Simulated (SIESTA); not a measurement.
NdMnIn under changes of volume

One of the cells (23.184 Å³/atom); the others are scaled copies at fixed shape and fractional positions:

```
Nd In Mn
1.0
     4.53612    0.00000    0.00000
    -2.26806    3.92839    0.00000
     0.00000    0.00000    3.90308
Nd In Mn
1 1 1
Direct
  0.66667 0.33333 0.00000
  0.33333 0.66667 0.50000
  0.00000 0.00000 0.50000
```

The cell comes from a database or a generator and needn't be the stable form of this composition.

| Quantity | Value |
| --- | --- |
| Program | SIESTA 5.4.2 |
| Functional | PBE |
| Potentials or basis | PseudoDojo 0.4 standard with PseudoDojo 3+ lanthanides (4f in the core) (PBE files) |
| Basis | DZP (energy shift 0.003 Ry; two zetas on semicore shells) |
| Grid cutoff | 800 Ry |
| Energy shift | 0.003 Ry |
| k mesh | 7 × 7 × 7 |
| Occupations | fermi-dirac, width 0.05 eV |
| Spin | collinear spin, ferromagnetic start |
| Starting moments | [3.0, 0.0, 4.0] μB |

```tsv
volume (Å³/atom)	energy over the lowest point (meV/atom)	pressure (GPa)	moment (μB per cell)
22.238	97.84	11.5	3.11
22.711	67.27	9.3	3.12
23.184	42.80	7.4	3.14
24.130	?	?	?
24.603	0.00	2.6	3.21
```

Problem. What does the run at 24.130 Å³/atom give?

Solution. Energy over the lowest point 9.62 meV/atom; pressure 4.0 GPa; moment 3.18 μB per cell.

Worked out: A Birch-Murnaghan fit of order 2 (a polynomial in V^(-2/3)) to the other rows has no minimum within the range. It gives 9.60 meV/atom at 24.130 Å³/atom, against the run's 9.62, and -dE/dV = 4.0 GPa, against 4.0. A straight line through the other rows of the moment, of slope 0.0438 μB per Å³/atom, gives 3.19 μB, against the run's 3.18.

Energies are extrapolated to zero smearing.

Caveats: the magnetic or orbital state may not be the lowest; short orbitals over semicore shells can move pressures by several GPa; the basis of atomic orbitals isn't converged, which shifts pressures, moduli and gaps.
